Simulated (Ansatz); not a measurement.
# Sn2PbS3: the cost of one run

Computed with Ansatz 0.2.0 (DFT PBE, scalar-relativistic, plane waves, PAW, unless a step's input says otherwise).

1 further run of the same task is left out (it didn't finish). Runs told in other sessions of the task aren't counted.

## 1. The starting structure

Symmetry: P1, No. 1, triclinic system. Conventional cell: a = 5.971 Å, b = 6.097 Å, c = 9.351 Å, α = 89.54°, β = 72.89°, γ = 89.91°. Sn (site symmetry 1) has 3 S at 2.66 to 2.76 Å in its first shell of neighbours. Sn (site symmetry 1) has 3 S at 2.67 to 2.77 Å in its first shell of neighbours. Sn (site symmetry 1) has 3 S at 2.64 to 2.81 Å in its first shell of neighbours. Around Sn (site symmetry 1) lie 3 S at 2.64 to 2.80 Å. Pb (site symmetry 1) has 6 S at 2.89 to 3.22 Å in its first shell of neighbours. Around Pb (site symmetry 1) lie 6 S at 2.88 to 3.21 Å. Around S (site symmetry 1) lie 2 Sn at 2.64 to 2.72 Å and 1 Pb at 2.89 Å. S (site symmetry 1) has 2 Sn at 2.64 to 2.72 Å and 1 Pb at 2.88 Å in its first shell of neighbours. Only part of the 12 independent sites is listed.

Coordinates:

```xyz
12
Lattice="5.9706 0.0000 0.0000 0.0100 6.0975 0.0000 2.7514 0.0703 8.9364" Properties=species:S:1:pos:R:3 pbc="T T T"
Sn    5.6803    0.1517    6.0576
Sn    2.6973    2.9999    6.0408
Sn    2.8184    0.1599    3.0983
Sn    5.8062    2.9323    3.0834
Pb    5.9303    0.0643    0.0639
Pb    2.9494    2.9858    0.0504
S     6.0824    0.3115    2.9358
S     3.0971    2.7773    2.9145
S     5.7241    0.1611    8.8138
S     2.7389    3.0218    8.7888
S     2.9272    0.3485    5.8964
S     5.9107    2.8000    5.8750
```

The start is the relaxed end of an invented cell (made as: made as: elements ordered on the sites of the SnS type, Pb/Sn on Sn (I4/mmm, No. 139)), taken up again for a closer look.

## 2. A first look at the guess

Contents of input.yaml:

```yaml
crystal:
  lattice:
    - [5.9706335, 0.0, 0.0]
    - [0.0099851, 6.0974755, 0.0]
    - [2.7514282, 0.0702676, 8.9364462]
  atoms:
    - { symbol: Sn, position: [0.638965, 0.017068, 0.677855] }
    - { symbol: Sn, position: [0.139451, 0.484199, 0.675969] }
    - { symbol: Sn, position: [0.31223, 0.022227, 0.346704] }
    - { symbol: Sn, position: [0.812666, 0.476927, 0.345032] }
    - { symbol: Pb, position: [0.98994, 0.010458, 0.007145] }
    - { symbol: Pb, position: [0.490566, 0.489605, 0.005638] }
    - { symbol: S, position: [0.867256, 0.047299, 0.328522] }
    - { symbol: S, position: [0.367682, 0.451718, 0.326133] }
    - { symbol: S, position: [0.504188, 0.01505, 0.986279] }
    - { symbol: S, position: [0.004699, 0.484256, 0.98348] }
    - { symbol: S, position: [0.186115, 0.049557, 0.65982] }
    - { symbol: S, position: [0.686243, 0.451637, 0.657422] }
basis:
  ecutwfc: 420
kpoints:
  mp_grid: { grid: [4, 4, 2] }
hamiltonian:
  xc: pbe
scf:
  occupations: { method: gaussian, width: 0.1 }
  lower_state_search: "off"
output:
  forces: true
  stress: true
  eigenvalues: true
```

Run with:

```bash
ansatz run input.yaml --threads 4 --pin off --max-ram 8192MiB --backend cpu --events-out ev --progress --plain --runs-dir out
```

Q: Estimate wall time and peak memory on 4 threads of Arm Neoverse N1, shared host.

About 20 s, with a peak of 0.99 GiB.
